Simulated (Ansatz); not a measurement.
**FH2O3V: how energies converge with the basis set**

One table from this session's results is given with a row withheld; the runs are named, their logs left out.

Method: one geometry, several basis sets; program: Ansatz 0.2.0, Gaussian basis.

Levels to be run: PBE0-D4/def2-SVP; ωB97M-V/def2-SVP; PBE0-D4/def2-QZVPP; ωB97M-V/def2-QZVPP; the functionals' def2-TZVPP values are taken from earlier runs.

## The geometry

All runs share one geometry, relaxed beforehand with PBE0-D4 in a triple-zeta def2 set.

SMILES `[O]=[V]([OH])([OH])[F]`, 7 atoms, charge 0, spin multiplicity 1.

Atoms are counted from 1 here; the program's logs count them from 0.

Bond lengths: O1–V2 1.552 Å, V2–O3 1.753 Å, V2–O4 1.753 Å, V2–F5 1.733 Å, O3–H6 0.962 Å, O4–H7 0.962 Å. Angles: O1–V2–O3 109.1°, O1–V2–O4 109.1°, O1–V2–F5 109.3°, O3–V2–O4 109.6°, O3–V2–F5 109.9°, O4–V2–F5 109.9°, V2–O3–H6 122.1°, V2–O4–H7 122.1°.

Set-up of the first run:

in.yaml

```yaml
crystal:
  periodic: [false, false, false]
  atoms:
    - {symbol: O, position_ang: [-1.152233, -1.061178, 0.338416]}
    - {symbol: V, position_ang: [0.102030, -0.284227, -0.142768]}
    - {symbol: O, position_ang: [0.963791, 0.332412, 1.253081]}
    - {symbol: O, position_ang: [-0.406282, 1.051360, -1.157236]}
    - {symbol: F, position_ang: [1.126291, -1.352845, -1.043733]}
    - {symbol: H, position_ang: [0.693006, 0.127416, 2.152650]}
    - {symbol: H, position_ang: [-1.326613, 1.187063, -1.400410]}
basis:
  gaussian: {orbitals: def2-SVP}
hamiltonian: {xc: pbe0, dispersion: d4}
output: {orbitals: {seedname: orbitals}}
```

Steps of the session up to this table: PBE0-D4 in def2-SVP; ωB97M-V in def2-SVP; PBE0-D4 in def2-QZVPP; ωB97M-V in def2-QZVPP.

One table of the session follows, with a row left open; its other results are not shown here.

It belongs to the step «Functionals by basis». 

| functional | basis | HOMO (eV) | LUMO (eV) |
| --- | --- | --- | --- |
| PBE0-D4 | def2-SVP | -9.71 | -2.77 |
| PBE0-D4 | def2-TZVPP | ? | ? |
| PBE0-D4 | def2-QZVPP | -9.98 | -2.83 |
| ωB97M-V | def2-SVP | -12.07 | -0.42 |
| ωB97M-V | def2-TZVPP | -12.35 | -0.51 |
| ωB97M-V | def2-QZVPP | -12.38 | -0.54 |

Q: Estimate the row for PBE0-D4, def2-TZVPP from the others.

The run gave: HOMO (eV): -9.95; LUMO (eV): -2.82. In the column «HOMO (eV)» it lies between PBE0-D4, def2-QZVPP (-9.98) and PBE0-D4, def2-SVP (-9.71).
